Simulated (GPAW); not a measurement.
Runs of GPAW 26.7.0 on NaLaMnMoO6. The typed cell holds 10 atoms: a = 5.109 Å, b = 5.694 Å, c = 5.920 Å, α = 117.98°, β = 98.89°, γ = 92.48°. The cell was built by a generator and needn't be a form met in nature.

```csv
task,level,cell,k mesh,older calculator (legacy_gpaw),ranks,optimizer,fmax,max steps,mesh quality,gap on the mesh (eV),pressure (GPa),moment (μB),largest force (eV/Å)
single point,PBE+D3(BJ),as given,3 × 3 × 3,-,-,-,-,-,coarse,0.97,-1.6,3.00,0.19
single point,optB88-vdW,as given,3 × 3 × 3,yes,-,-,-,-,coarse,0.98,-,3.00,(b)
single point,PBE+D3,as given,3 × 3 × 3,-,-,-,-,-,coarse,0.97,(c),3.00,0.21
single point,vdW-DF-cx,as given,3 × 3 × 3,-,-,-,-,-,coarse,0.93,-,3.00,(a)
single point,PBE+D4,as given,3 × 3 × 3,-,-,-,-,-,coarse,0.97,-1.6,3.00,(d)
relaxation of cell and atoms,PBE,relaxed,4 × 4 × 4,-,8,BFGS,0.02 eV/Å,60,not flagged,0.85,0.0,3.00,0.02
single point,PBE,as given,3 × 3 × 3,-,-,-,-,-,coarse,0.97,0.4,3.00,0.18
single point,vdW-DF2,as given,3 × 3 × 3,-,-,-,-,-,coarse,1.06,-,3.00,0.65
```

Alike in all rows: potentials or basis GPAW PAW data sets (gpaw-data 1.2.1), pw; spin collinear, ferromagnetic start; cutoff (eV) 800; smearing fermi-dirac 0.05 eV.

Task: Fill in the values left out.

Result: (a) 0.24; (b) 0.27; (c) -0.9; (d) 0.20.

Caveats: some runs use coarse meshes; one-centre terms of the f shell are cut off; spin-orbit coupling is left out, which moves the levels of the heavy elements; a cell with one magnetic atom can't hold antiferromagnetic order, which such compounds often take; an odd mesh through Γ misses points on the zone boundary, where band edges often lie (some runs); the PAW data sets were made with another functional, which shifts forces and pressure a little (some runs); each step starts from the last one's moments, so a moment once lost doesn't come back (some runs); later steps reuse the first step's grids (some runs).

A k mesh can miss the band edges, and the runs leave out spin-orbit coupling on La, Mo.

Not every run made on this cell is shown here.
